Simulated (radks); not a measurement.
# Cu⁺ inside a hard spherical wall

What does compression do to the levels of Cu⁺? A hard sphere of shrinking radius stands in for pressure; the configuration is held at [Ar] 3d10.

Method: scalar-relativistic Kohn-Sham, PBEsol, spin-polarised, spherical densities, finite nucleus. Code: radks (a radial shooting solver on a logarithmic mesh, Libxc functionals) version 1.

### Step 1. What is computed

- element: copper (Z = 29)
- charge: +1
- electrons: 28
- configuration: [Ar] 3d10
- nuclear rms radius: 3.8823 fm

Outer shells as boxes (Hund's rule):

Cu⁺
```
[Ar] core
3d [↑↓][↑↓][↑↓][↑↓][↑↓]
```

### Step 2. The free atom

Input:

```text
Z 29
configuration [Ar] 3d10 4s0 4p0 4d0
relativity scalar-relativistic
functional pbe_sol,pbe_sol
spin polarised
nucleus finite rms 3.8823 fm
c 137.035999084
```

### Step 3. Wall at 10 bohr

Changes since step 2:

```diff
@@ -6,2 +6,3 @@
 nucleus finite rms 3.8823 fm
+wall 10 bohr
 c 137.035999084
```

### Step 4. Wall at 7 bohr

Changes since step 3:

```diff
@@ -6,3 +6,3 @@
 nucleus finite rms 3.8823 fm
-wall 10 bohr
+wall 7 bohr
 c 137.035999084
```

### Step 5. Wall at 6 bohr

Changes since step 4:

```diff
@@ -6,3 +6,3 @@
 nucleus finite rms 3.8823 fm
-wall 7 bohr
+wall 6 bohr
 c 137.035999084
```

### Step 6. Wall at 5 bohr

Changes since step 5:

```diff
@@ -6,3 +6,3 @@
 nucleus finite rms 3.8823 fm
-wall 6 bohr
+wall 5 bohr
 c 137.035999084
```

### Step 7. Wall at 3.5 bohr

Changes since step 6:

```diff
@@ -6,3 +6,3 @@
 nucleus finite rms 3.8823 fm
-wall 5 bohr
+wall 3.5 bohr
 c 137.035999084
```

### Step 8. Wall at 3 bohr

Changes since step 7:

```diff
@@ -6,3 +6,3 @@
 nucleus finite rms 3.8823 fm
-wall 3.5 bohr
+wall 3 bohr
 c 137.035999084
```

### Step 9. Wall at 2 bohr

Changes since step 8:

```diff
@@ -6,3 +6,3 @@
 nucleus finite rms 3.8823 fm
-wall 3 bohr
+wall 2 bohr
 c 137.035999084
```

**Question.** What will these runs give? Wanted: for each run, R; E − E(free); ε(3d); ε(4s, empty); ε(4p, empty); ε(4d, empty); pressure.

The runs gave:

| R (bohr) | E − E(free) (eV) | ε(3d) (eV) | ε(4s, empty) (eV) | ε(4p, empty) (eV) | ε(4d, empty) (eV) | pressure (GPa) |
| --- | --- | --- | --- | --- | --- | --- |
| free | 0.000 | -13.642 | -11.775 | -6.393 | - | 0 |
| 10 | 0.000 | -13.642 | -11.775 | -6.379 | -1.315 | < 0.0001 |
| 7 | 0.005 | -13.624 | -11.729 | -6.101 | 0.661 | 0.0164 |
| 6 | 0.031 | -13.558 | -11.575 | -5.610 | 2.537 | 0.133 |
| 5 | 0.184 | -13.281 | -10.969 | -4.282 | 6.207 | 1.12 |
| 3.5 | 2.769 | -10.739 | -5.449 | 4.113 | 21.979 | 36.4 |
| 3 | 7.227 | -7.811 | 1.317 | 12.975 | 35.229 | 136 |
| 2 | 65.775 | 13.170 | 58.084 | 78.070 | 111.30 | 3644 |

What this shows: Eigenvalues are for spin up. At the tightest wall, 2 bohr, the energy stands 65.775 eV above the free atom and the pressure, −dE/dV, is 3644 GPa. Of the levels in the table that exist at both ends, 4p (empty) rises most from the free atom (84.463 eV). From R = 2 bohr inwards the highest occupied level lies above zero, pushed up by confinement. Shells are not refilled when levels cross, and a hard wall is a model, not a crystal.
